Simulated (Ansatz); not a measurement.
# WS2 (Tungstenite): the cost of one run

Computed with Ansatz 0.2.0 (DFT PBE+D3(BJ), scalar-relativistic, plane waves, PAW, unless a step's input says otherwise).

The COD entry's cell or inner coordinates are ideal or old and differ from later refinements, so a difference from it is no clean test against experiment.

That is the level of the relaxation; later steps name their own.

1 further run of the same task is left out (set aside as unsound or not needed).

### Step 1. The structure to begin with

Symmetry: P6_3/mmc, No. 194, hexagonal system. The conventional cell has a = 3.154 Å, b = 3.154 Å, c = 12.143 Å, α = 90.00°, β = 90.00°, γ = 120.00°. W (site symmetry -6m2) is surrounded by 6 S at 2.41 Å. S (site symmetry 3m) has 3 W at 2.41 Å as nearest neighbours.

Coordinates:

```cif
data_structure
_symmetry_space_group_name_H-M 'P6_3/mmc'
_symmetry_Int_Tables_number 194
_cell_length_a 3.1538
_cell_length_b 3.1538
_cell_length_c 12.1433
_cell_angle_alpha 90.000
_cell_angle_beta 90.000
_cell_angle_gamma 120.000
_cell_volume 104.60
loop_
_atom_site_label
_atom_site_type_symbol
_atom_site_symmetry_multiplicity
_atom_site_Wyckoff_symbol
_atom_site_fract_x
_atom_site_fract_y
_atom_site_fract_z
_atom_site_occupancy
W1 W 2 c 0.33333 0.66667 0.25000 1
S1 S 4 f 0.33333 0.66667 0.62031 1
```

It is the result of an earlier relaxation at this level (volume 17.43 Å³/atom; gap on the mesh: 0.89 eV).

### Step 2. Band edges over the whole zone

The input, input.yaml:

```yaml
crystal:
  lattice:
    - [3.1537892883, 0.0, 0.0]
    - [-1.5768946441, 2.7312616418, 0.0]
    - [0.0, 0.0, 12.1432920176]
  atoms:
    - { symbol: W, position: [0.3333333333, 0.6666666667, 0.25] }
    - { symbol: W, position: [0.6666666667, 0.3333333333, 0.75] }
    - { symbol: S, position: [0.3333333333, 0.6666666667, 0.6203061894] }
    - { symbol: S, position: [0.6666666667, 0.3333333333, 0.1203061894] }
    - { symbol: S, position: [0.3333333333, 0.6666666667, 0.8796938106] }
    - { symbol: S, position: [0.6666666667, 0.3333333333, 0.3796938106] }
basis:
  ecutwfc: 420
kpoints:
  mp_grid: { grid: [12, 12, 4] }
  band_path: { path: [VBM, CBM], npoints: 2 }
hamiltonian:
  xc: pbe
  dispersion: d3bj
scf:
  occupations: { method: gaussian, width: 0.02 }
output:
  forces: true
  stress: true
  eigenvalues: true
```

On the command line:

```console
> ansatz run input.yaml --threads 4 --pin off --max-ram 10240MiB --backend cpu --events-out ev --progress --plain --runs-dir out
```

Q: Estimate wall time and peak memory on 4 threads of Intel Xeon at 2.70GHz, shared host.

About 5.4 s, with a peak of 0.53 GiB.
